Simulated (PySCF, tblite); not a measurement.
**C4H12B2O2Si: geometry, infrared bands and NMR shifts**

Wanted: the infrared bands and NMR shifts of C4H12B2O2Si (`CB([SiH3])/C(C)=C/B(O)O`), by calculation.

The runs use tblite 0.8.0 and PySCF 2.14.0, with density-fitted response routines of our own; the level of theory stands in each step. All values are computed, except where a source is named. Atoms count from 0, in the outputs and in this text.

## (1) Starting geometry

21 atoms, charge 0, multiplicity 1; geometry from: force field or distance geometry start.

Bonds of the start (Å): C0–B1 1.59, B1–Si2 1.92, B1–C3 1.56, C3–C4 1.50, C3–C5 1.33, C5–B6 1.56, B6–O7 1.47, B6–O8 1.46, C0–H9 1.13, C0–H10 1.12, C0–H11 1.10, Si2–H12 1.50, Si2–H13 1.49, Si2–H14 1.48, C4–H15 1.12, C4–H16 1.11, C4–H17 1.11, C5–H18 1.10, O7–H19 0.99, O8–H20 1.00.

## (2) Geometry optimisation with GFN2-xTB

What the job is given:

```
{"job": {"kind": "relax", "xc": "GFN2-xTB", "basis": "xTB"}, "charge": 0, "multiplicity": 1}
C     -2.380200    -1.166200     0.436600
B     -1.381100     0.049400     0.239400
Si    -2.121100     1.742100    -0.281600
C      0.132300    -0.313600     0.112300
C      0.580600    -1.740500     0.148100
C      1.017400     0.670900    -0.010700
B      2.539400     0.376200    -0.143700
O      3.273000    -0.434500     0.845200
O      3.347300     1.008000    -1.183700
H     -2.167400    -1.555700     1.477100
H     -3.444600    -0.827100     0.359300
H     -2.141400    -1.971500    -0.266600
H     -3.473300     1.923600     0.332300
H     -2.311900     1.849500    -1.752500
H     -1.266100     2.861200     0.185400
H      1.407400    -1.918500     0.876600
H     -0.256800    -2.392100     0.481800
H      0.907300    -2.023000    -0.870200
H      0.670600     1.717900    -0.014600
H      3.806200     0.161100     1.426600
H      3.253500     2.000000    -1.088200
```

On the command line:

```bash
$ OMP_NUM_THREADS=1 python probes_run.py task.json out
```

The driver reads the jobs from task.json and runs them one after another.

What it wrote:

```text
step      E/eV     max force
  0    -734.21906    2.672
  1    -734.59607    1.486
  2    -734.77026    1.122
  3    -734.83833    0.968
  4    -735.00327    1.060
  5    -735.08490    1.174
  6    -735.24963    2.017
  7    -735.37446    0.854
  8    -735.52185    0.765
  9    -735.60983    0.833
 10    -735.63932    0.689
 11    -735.67267    0.435
 12    -735.69373    0.367
 13    -735.70335    0.297
 14    -735.71248    0.244
 15    -735.72122    0.267
 16    -735.72946    0.244
 17    -735.73602    0.204
 18    -735.74058    0.124
 19    -735.74338    0.108
 20    -735.74502    0.095
 21    -735.74652    0.096
 22    -735.74827    0.091
 23    -735.75006    0.099
 24    -735.75161    0.102
 25    -735.75282    0.077
 26    -735.75385    0.076
 27    -735.75499    0.084
 28    -735.75624    0.092
 29    -735.75740    0.081
 30    -735.75836    0.069
 31    -735.75925    0.083
 32    -735.76020    0.075
 33    -735.76107    0.075
 34    -735.76166    0.055
 35    -735.76203    0.056
 36    -735.76235    0.053
 37    -735.76271    0.045
 38    -735.76308    0.044
 39    -735.76344    0.047
 40    -735.76384    0.054
 41    -735.76439    0.064
 42    -735.76512    0.063
 43    -735.76600    0.076
 44    -735.76699    0.085
 45    -735.76818    0.093
 46    -735.76965    0.106
 47    -735.77137    0.099
 48    -735.77319    0.097
 49    -735.77498    0.083
 50    -735.77681    0.081
 51    -735.77893    0.099
 52    -735.78160    0.113
 53    -735.78243    0.272
 54    -735.76576    0.621
 55    -735.78644    0.075
 56    -735.78771    0.067
 57    -735.78998    0.138
 58    -735.79108    0.060
 59    -735.79174    0.049
 60    -735.79327    0.059
 61    -735.79364    0.064
 62    -735.79438    0.054
 63    -735.79478    0.043
 64    -735.79516    0.042
 65    -735.79546    0.037
 66    -735.79585    0.042
 67    -735.79629    0.048
 68    -735.79677    0.039
 69    -735.79717    0.045
 70    -735.79751    0.045
 71    -735.79789    0.044
 72    -735.79836    0.053
 73    -735.79886    0.057
 74    -735.79926    0.049
 75    -735.79949    0.048
 76    -735.79968    0.035
 77    -735.79987    0.029
 78    -735.80029    0.029
 79    -735.80051    0.045
 80    -735.80086    0.039
 81    -735.80111    0.050
 82    -735.80143    0.036
 83    -735.80176    0.031
 84    -735.80207    0.042
 85    -735.80230    0.045
 86    -735.80251    0.046
 87    -735.80278    0.048
 88    -735.80312    0.045
 89    -735.80359    0.052
 90    -735.80414    0.057
 91    -735.80460    0.048
 92    -735.80499    0.043
 93    -735.80541    0.047
 94    -735.80572    0.035
 95    -735.80596    0.037
 96    -735.80620    0.038
 97    -735.80651    0.047
 98    -735.80689    0.048
 99    -735.80731    0.040
100    -735.80762    0.044
101    -735.80788    0.046
102    -735.80822    0.043
103    -735.80864    0.042
104    -735.80901    0.044
105    -735.80925    0.043
106    -735.80945    0.038
107    -735.80968    0.034
108    -735.80992    0.036
109    -735.81009    0.023
110    -735.81018    0.019
111    -735.81024    0.018
112    -735.81033    0.027
113    -735.81046    0.037
114    -735.81065    0.039
115    -735.81081    0.034
116    -735.81096    0.029
117    -735.81116    0.052
118    -735.81144    0.073
119    -735.81185    0.081
120    -735.81233    0.062
121    -735.81284    0.045
122    -735.81334    0.064
123    -735.81396    0.083
124    -735.81468    0.096
125    -735.81566    0.073
126    -735.81655    0.075
127    -735.81728    0.069
128    -735.81775    0.074
129    -735.81797    0.091
130    -735.81876    0.071
131    -735.81933    0.053
132    -735.82007    0.065
133    -735.82082    0.088
134    -735.82187    0.089
135    -735.82274    0.116
136    -735.82376    0.088
137    -735.82458    0.118
138    -735.82542    0.056
139    -735.82601    0.059
140    -735.82664    0.062
141    -735.82748    0.057
142    -735.82814    0.060
143    -735.82876    0.061
144    -735.82930    0.050
145    -735.83006    0.058
146    -735.83106    0.067
147    -735.83158    0.052
148    -735.83192    0.042
149    -735.83211    0.026
150    -735.83227    0.028
151    -735.83244    0.023
152    -735.83258    0.025
153    -735.83274    0.031
154    -735.83293    0.034
155    -735.83313    0.025
156    -735.83330    0.028
157    -735.83345    0.029
158    -735.83360    0.024
159    -735.83376    0.020
160    -735.83392    0.022
161    -735.83405    0.028
162    -735.83421    0.030
163    -735.83442    0.035
164    -735.83469    0.035
165    -735.83495    0.029
166    -735.83516    0.042
167    -735.83532    0.035
168    -735.83547    0.029
169    -735.83561    0.025
170    -735.83573    0.030
171    -735.83583    0.029
172    -735.83593    0.020
173    -735.83602    0.022
174    -735.83612    0.022
175    -735.83621    0.020
176    -735.83633    0.026
177    -735.83646    0.030
178    -735.83659    0.030
179    -735.83670    0.023
180    -735.83679    0.020
181    -735.83686    0.019
182    -735.83694    0.020
183    -735.83704    0.020
184    -735.83715    0.021
185    -735.83727    0.021
186    -735.83739    0.019
187    -735.83751    0.026
188    -735.83764    0.032
189    -735.83776    0.028
190    -735.83791    0.030
191    -735.83811    0.031
192    -735.83837    0.040
193    -735.83869    0.043
194    -735.83900    0.046
195    -735.83938    0.047
196    -735.83972    0.046
197    -735.84016    0.037
198    -735.84038    0.041
199    -735.84064    0.025
200    -735.84080    0.032
201    -735.84092    0.033
202    -735.84104    0.025
203    -735.84124    0.028
204    -735.84139    0.035
205    -735.84166    0.039
206    -735.84193    0.038
207    -735.84222    0.035
208    -735.84246    0.057
209    -735.84290    0.046
210    -735.84328    0.037
211    -735.84355    0.042
212    -735.84374    0.032
213    -735.84389    0.021
214    -735.84414    0.029
215    -735.84432    0.026
216    -735.84468    0.045
217    -735.84489    0.032
218    -735.84503    0.030
219    -735.84513    0.031
220    -735.84523    0.019
221    -735.84530    0.013
222    -735.84532    0.013
223    -735.84534    0.012
224    -735.84535    0.011
225    -735.84537    0.008
```

Wall time 2 s (1 thread of Arm Neoverse V1, shared host).

Along the way: (not every step is listed)

```
step  energy from step 0 (eV)  largest force (eV/Å)
   0                   0.0000                2.6721
   1                  -0.3770                1.4861
   2                  -0.5512                1.1221
   3                  -0.6193                0.9678
   4                  -0.7842                1.0600
   5                  -0.8658                1.1738
   6                  -1.0306                2.0166
   7                  -1.1554                0.8542
   8                  -1.3028                0.7654
  29                  -1.5383                0.0811
  50                  -1.5577                0.0810
  71                  -1.5788                0.0436
  92                  -1.5859                0.0431
 113                  -1.5914                0.0371
 134                  -1.6028                0.0887
 155                  -1.6141                0.0254
 176                  -1.6173                0.0260
 197                  -1.6211                0.0372
 218                  -1.6260                0.0301
 220                  -1.6262                0.0190
 221                  -1.6262                0.0127
 222                  -1.6263                0.0127
 223                  -1.6263                0.0124
 224                  -1.6263                0.0114
 225                  -1.6263                0.0084
```

Close pairs (by a distance rule), those that changed most:

```
  bond  before (Å)  after (Å)  change (Å)
 B6–O7       1.474      1.355      -0.120
 B6–O8       1.461      1.369      -0.092
B1–Si2       1.919      1.968      +0.049
O8–H20       1.001      0.955      -0.046
 C0–H9       1.131      1.089      -0.042
C4–H15       1.116      1.084      -0.033
C0–H10       1.120      1.089      -0.031
O7–H19       0.988      0.959      -0.030
```

The end geometry stands in the next job.

## (3) Harmonic vibrations with GFN2-xTB

What the job is given:

```
{"job": {"kind": "ir", "xc": "GFN2-xTB", "basis": "xTB"}, "charge": 0, "multiplicity": 1}
C     -2.346424    -0.933825     0.962912
B     -1.380141    -0.013303     0.120577
Si    -2.120029     1.548889    -0.820408
C      0.132299    -0.378143     0.039397
C      0.528080    -1.827518     0.012895
C      1.064330     0.597464     0.064822
B      2.632703     0.516522     0.103578
O      3.323003    -0.646183     0.021636
O      3.382962     1.656691     0.210672
H     -1.871924    -1.443954     1.799713
H     -3.229552    -0.420132     1.339139
H     -2.713207    -1.716865     0.294679
H     -3.379595     1.266017    -1.530265
H     -1.253170     2.170209    -1.834555
H     -2.462431     2.646846     0.104908
H      1.599189    -1.938930    -0.108615
H      0.225254    -2.308628     0.942024
H      0.015987    -2.337623    -0.802050
H      0.676169     1.615846     0.078718
H      4.271928    -0.513184     0.048639
H      2.895647     2.476745     0.260517
```

What it wrote:

```text
mode    cm-1     km/mol
  1      14.8      0.94
  2      25.2      1.92
  3      44.1      1.11
  4      77.3      1.97
  5      83.5      1.23
  6      95.8      0.27
  7     118.7      0.69
  8     181.4      1.99
  9     222.2      2.71
 10     243.4      1.85
 11     304.1      1.22
 12     306.5     13.69
 13     366.6     19.73
 14     423.7     16.40
 15     465.0     20.69
 16     503.0     43.96
 17     528.1     27.77
 18     539.2     18.94
 19     552.8     51.26
 20     622.3     18.63
 21     632.7    271.08
 22     757.1     45.99
 23     777.0     12.90
 24     816.5    342.14
 25     818.4    201.66
 26     833.3     59.32
 27     838.5     30.28
 28     846.8    198.78
 29     957.1    153.97
 30     961.7    115.07
 31     988.4     61.32
 32    1032.9      5.54
 33    1047.7     43.19
 34    1066.4     25.86
 35    1174.8    100.06
 36    1219.9    548.92
 37    1289.5    365.05
 38    1344.8      9.75
 39    1380.6     16.83
 40    1395.6      7.59
 41    1469.0      8.81
 42    1476.3      6.52
 43    1480.4      6.36
 44    1503.0      2.20
 45    1605.8     42.32
 46    2154.4    395.85
 47    2180.8    420.90
 48    2196.1    253.16
 49    2966.9     86.26
 50    2971.9     17.82
 51    3002.6     26.58
 52    3011.8     33.00
 53    3016.9     38.59
 54    3022.6     20.26
 55    3096.5      4.29
 56    3602.9     15.30
 57    3657.9      8.61
```

Run time: 0.97 s. Hardware: 1 thread of Arm Neoverse V1, shared host.

Which atoms move in the most intense modes:

```
cm⁻¹  km/mol                         atoms
 633   271.1    H19 63 %, B6 16 %, O7 11 %
 816   342.1            H14 46 %, H12 45 %
 818   201.7  H14 33 %, H13 31 %, H12 11 %
1220   548.9     B6 44 %, C3 18 %, O8 10 %
1290   365.1              B6 64 %, O7 14 %
2154   395.9                      H14 95 %
2181   420.9            H12 85 %, H13 11 %
2196   253.2            H13 85 %, H12 11 %
```

## (4) Nuclear shieldings: PBE0/pcSseg-1

The job, as its differences from that of step 3:

```diff
@@ -1,2 +1,2 @@
-{"job": {"kind": "ir", "xc": "GFN2-xTB", "basis": "xTB"}, "charge": 0, "multiplicity": 1}
+{"job": {"kind": "nmr", "xc": "PBE0", "basis": "pcSseg-1"}, "charge": 0, "multiplicity": 1}
 C     -2.346424    -0.933825     0.962912
```

Level: GIAO PBE0/pcSseg-1 NMR shielding, non-relativistic, gas phase.

What it wrote:

```text
coarse grid: 17752 points
cycle   1  E = -648.5476298768  dE =  9.164e-01  |g| = 9.104e-01  |ddm| = 3.974e+00
cycle   2  E = -648.4430954514  dE =  1.045e-01  |g| = 1.204e+00  |ddm| = 1.496e+00
cycle   3  E = -648.7069567983  dE = -2.639e-01  |g| = 9.460e-02  |ddm| = 9.026e-01
cycle   4  E = -648.7086231679  dE = -1.666e-03  |g| = 3.760e-02  |ddm| = 1.099e-01
cycle   5  E = -648.7089592598  dE = -3.361e-04  |g| = 9.816e-03  |ddm| = 3.930e-02
cycle   6  E = -648.7089779563  dE = -1.870e-05  |g| = 5.248e-03  |ddm| = 1.342e-02
cycle   7  E = -648.7089854143  dE = -7.458e-06  |g| = 8.118e-04  |ddm| = 5.695e-03
final grid: 166056 points
cycle   8  E = -648.7756428277  dE = -5.018e-05  |g| = 9.795e-03  |ddm| = 3.949e-02
cycle   9  E = -648.7756270555  dE =  1.577e-05  |g| = 1.303e-02  |ddm| = 2.017e-02
cycle  10  E = -648.7756652829  dE = -3.823e-05  |g| = 1.273e-03  |ddm| = 1.177e-02
cycle  11  E = -648.7756656219  dE = -3.390e-07  |g| = 3.007e-04  |ddm| = 1.143e-03
cycle  12  E = -648.7756656377  dE = -1.582e-08  |g| = 1.782e-04  |ddm| = 3.911e-04
cycle  13  E = -648.7756656455  dE = -7.798e-09  |g| = 2.312e-05  |ddm| = 1.690e-04
cycle  14  E = -648.7756656457  dE = -1.166e-10  |g| = 6.452e-06  |ddm| = 2.586e-05
converged SCF energy = -648.7756656457

GIAO shielding tensors (ppm)
atom      isotropic    diamagn.    paramagn.     s11        s22        s33       span
  0 C      166.707     253.572     -86.865    136.093    175.056    188.972     52.880
  1 B        1.630     195.469    -193.839    -83.166    -32.385    120.443    203.609
  2 Si     463.323     881.692    -418.368    412.137    479.458    498.375     86.238
  3 C       -1.335     260.712    -262.048   -118.188    -49.220    163.401    281.589
  4 C      167.122     250.744     -83.622    152.091    169.077    180.197     28.107
  5 C       44.401     260.737    -216.336    -48.697     27.411    154.489    203.185
  6 B       74.985     195.084    -120.099     62.689     70.143     92.124     29.435
  7 O      218.703     387.375    -168.671    129.509    251.836    274.765    145.256
  8 O      205.780     385.426    -179.646    100.940    251.849    264.551    163.611
  9 H       30.174      32.357      -2.183     26.023     30.214     34.285      8.263
 10 H       29.837      30.072      -0.235     26.029     29.448     34.034      8.006
 11 H       30.969      30.212       0.757     26.421     30.115     36.371      9.950
 12 H       28.135      29.193      -1.058     24.829     26.734     32.842      8.013
 13 H       28.395      29.772      -1.376     24.683     27.625     32.878      8.195
 14 H       27.897      29.336      -1.438     25.147     26.181     32.365      7.218
 15 H       27.704      31.818      -4.115     20.880     27.301     34.930     14.050
 16 H       29.600      31.651      -2.052     25.373     28.851     34.575      9.202
 17 H       30.203      31.529      -1.325     26.584     28.709     35.318      8.734
 18 H       25.968      37.608     -11.641     21.313     25.519     31.071      9.758
 19 H       27.401      28.560      -1.159     21.468     23.776     36.960     15.492
 20 H       27.576      33.126      -5.550     21.610     24.656     36.463     14.853
```

It took 50 s on 1 thread of Arm Neoverse V1, shared host; peak memory 0.98 GiB.

The references, computed at this level on geometries of the same kind, shield at (ppm): 1H TMS 31.72, 13C TMS 186.9, 29Si TMS 349.2, 17O H2O 336.1, 11B BF3·OEt2 100.1. Their shielding less the atom's gives the shift. The references are single molecules in the gas phase, so shifts against H2O, NH3, PH3, H3PO4 or CFCl3 are not on the usual liquid scales and can be off by tens of ppm. Atoms listed in one row are averaged.

```
        atoms                              environment  σ (ppm)  δ (ppm)  δ scaled to CDCl3
           C3          fully substituted alkene carbon     -1.3    188.3              181.8
           C5                                alkene CH     44.4    142.5              137.2
           C0                methyl carbon bonded to B    166.7     20.2               17.8
           C4                    allylic methyl carbon    167.1     19.8               17.4
          H18                 hydrogen on an alkene CH    25.97     5.75               5.53
     H19, H20        hydrogen on an oxygen bonded to B    27.49     4.23                  –
H12, H13, H14        hydrogen on a silicon bonded to B    28.14     3.57                  –
H15, H16, H17     hydrogen on an allylic methyl carbon    29.17     2.55               2.51
 H9, H10, H11  hydrogen on a methyl carbon bonded to B    30.33     1.39               1.42
           B1                  boron bonded to 2 C, Si      1.6     98.4                  –
           B6                   boron bonded to C, 2 O     75.0     25.1                  –
          Si2                 silicon bonded to B, 3 H    463.3   -114.2                  –
       O7, O8                    oxygen bonded to B, H    212.2    123.8                  –
```

The scaled column applies a straight-line fit of computed shieldings to shifts measured in CDCl3 (root-mean-square error 0.16 ppm for H, 1.9 ppm for C).

The run also stored atomic charges by several schemes (e):

```
 atoms  Mulliken    IAO  Hirshfeld  ESP fit
    C0     -0.52  -0.56      -0.19    -0.73
    B1      0.21   0.05       0.12     0.41
   Si2      0.31   0.40       0.21     0.06
    C3     -0.43  -0.04      -0.04     0.25
    C4     -0.20  -0.43      -0.12    -0.50
    C5     -0.33  -0.29      -0.12    -0.72
    B6      0.60   0.48       0.24     0.91
O7, O8     -0.42  -0.55      -0.25    -0.76
```

Mayer bond orders: C0–B1 1.05, B1–Si2 0.93, B1–C3 0.95, C3–C4 1.07, C3–C5 1.86, C5–B6 0.94, B6–O7 1.21, B6–O8 1.19.

## (5) What came out

```
                                                               quantity                             value
                              strongest single infrared mode (GFN2-xTB)             1220 cm⁻¹, 549 km/mol
                                           zero-point energy (GFN2-xTB)                     97.7 kcal/mol
                                 13C shifts against TMS (PBE0/pcSseg-1)      188.3, 142.5, 20.2, 19.8 ppm
 1H shifts against TMS (PBE0/pcSseg-1, means over atoms taken as alike)  5.75, 4.23, 3.57, 2.55, 1.39 ppm
                            11B shifts against BF3·OEt2 (PBE0/pcSseg-1)                    98.4, 25.1 ppm
                                29Si shifts against TMS (PBE0/pcSseg-1)                        -114.2 ppm
17O shifts against H2O (PBE0/pcSseg-1, means over atoms taken as alike)                         123.8 ppm
```

In words: Over 225 steps the energy fell by 1.626 eV; of the close pairs, B6–O7 changed most, 1.474 to 1.355 Å. All 57 modes are real, so the xTB geometry is a minimum. The strongest single mode, at 1220 cm⁻¹, is carried by B6, C3, O8. Unscaled tight-binding wavenumbers are off by several per cent, some by more. Its intensities can rank the bands wrongly. H18 (hydrogen on an alkene CH) lies farthest downfield among hydrogen, at 5.75 ppm; attached to an sp2 carbon and in the plane of the double bond. At PBE0/pcSseg-1: The widest tensor belongs to C3: span 282 ppm, with a paramagnetic part of -262 ppm.
